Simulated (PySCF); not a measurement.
**NbNH2: structure of the singlet**

Where does singlet NbNH2 go from a trigonal planar start, is the end point a minimum, and what are its modes, charges and moments?

Computed with PySCF 2.14.0. Level: PBE0, basis Nb def2-TZVP with ECP28, N def2-TZVP, H def2-TZVP, scalar-relativistic core potentials, no spin–orbit coupling, density fitting.

### Step 1. Starting geometry

4 atoms, charge 0, spin multiplicity 1.

Bond lengths: Nb1–N2 1.850 Å, Nb1–H3 1.790 Å, Nb1–H4 1.790 Å. Angles: N2–Nb1–H3 120.0°, N2–Nb1–H4 120.0°, H3–Nb1–H4 120.0°.

```xyz
4
charge 0 multiplicity 1
Nb    0.1106    0.1916    0.0000
N    -0.8143   -1.4105    0.0000
H     1.9006    0.1916    0.0000
H    -0.7844    1.7418    0.0000
```

### Step 2. Trigonal planar start, singlet: relaxation

One driver script runs all steps and calls PySCF; scf.py shows how it sets up the SCF of each step. The optimiser is the driver's own. Before each start the driver seeks the lowest SCF state from one or more starting densities and follows internal instabilities, so scf.py alone need not reach the same state.

The program finds C2v symmetry in the start, which this walk keeps. The walk stops when the largest gradient is under 0.0003 Eh/bohr and the energy has settled too.

Input file scf.py:

```python
from pyscf import gto, scf, dft
mol = gto.M(atom='''
Nb     0.110632     0.191619     0.000000
N     -0.814348    -1.410492    -0.000000
H      1.900638     0.191623     0.000000
H     -0.784368     1.741812     0.000000''',
    basis={'Nb': 'def2-TZVP', 'N': 'def2-TZVP', 'H': 'def2-TZVP'},
    ecp={'Nb': 'def2-TZVP'},
    charge=0, spin=0)
mf = dft.RKS(mol, xc='PBE0')
mf.grids.atom_grid = (50, 194)
aux = {'Nb': 'def2-universal-JKFIT', 'N': 'def2-universal-JKFIT', 'H': 'def2-universal-JKFIT'}
mf = mf.density_fit(auxbasis=aux)
mf.kernel()
```

The runs that follow: Vibrations and properties at this point; Leaving the saddle point; Frequencies.

What does the calculation give? Wanted: minimum; geometry; wavenumbers; dipole moment; highest occupied, lowest empty level; polar-tensor charge of Nb1; zero-point energy; atomisation energy.

As calculated:

```
                                 quantity                                                               value
                                  minimum                                                         singlet, Cs
                                 geometry  Nb–H 1.778 Å (×2), Nb–N 1.646 Å; H–Nb–H 112.0°, H–Nb–N 100.0° (×2)
                       wavenumbers (cm⁻¹)     526 (a'), 602 (a''), 626 (a'), 1143 (a'), 1772 (a''), 1798 (a')
                            dipole moment                                                              5.28 D
     highest occupied, lowest empty level                                                     -7.69, -3.10 eV
               polar-tensor charge of Nb1                                                             +1.29 e
                        zero-point energy                                                         38.7 kJ/mol
                      entropy at 298.15 K                                                     259.6 J/(mol K)
atomisation energy (no zero-point energy)                                                         1106 kJ/mol
```

In words: From C2v at the start the molecule goes to a Cs minimum, after a stop at a saddle point 68.1 kJ/mol higher, from which it was pushed off along an imaginary mode. The strongest infrared band lies at 1772 cm⁻¹ (a'', stretch). With 5.3 D the molecule is strongly polar. Other starts or spin states, not run here, may lie lower.
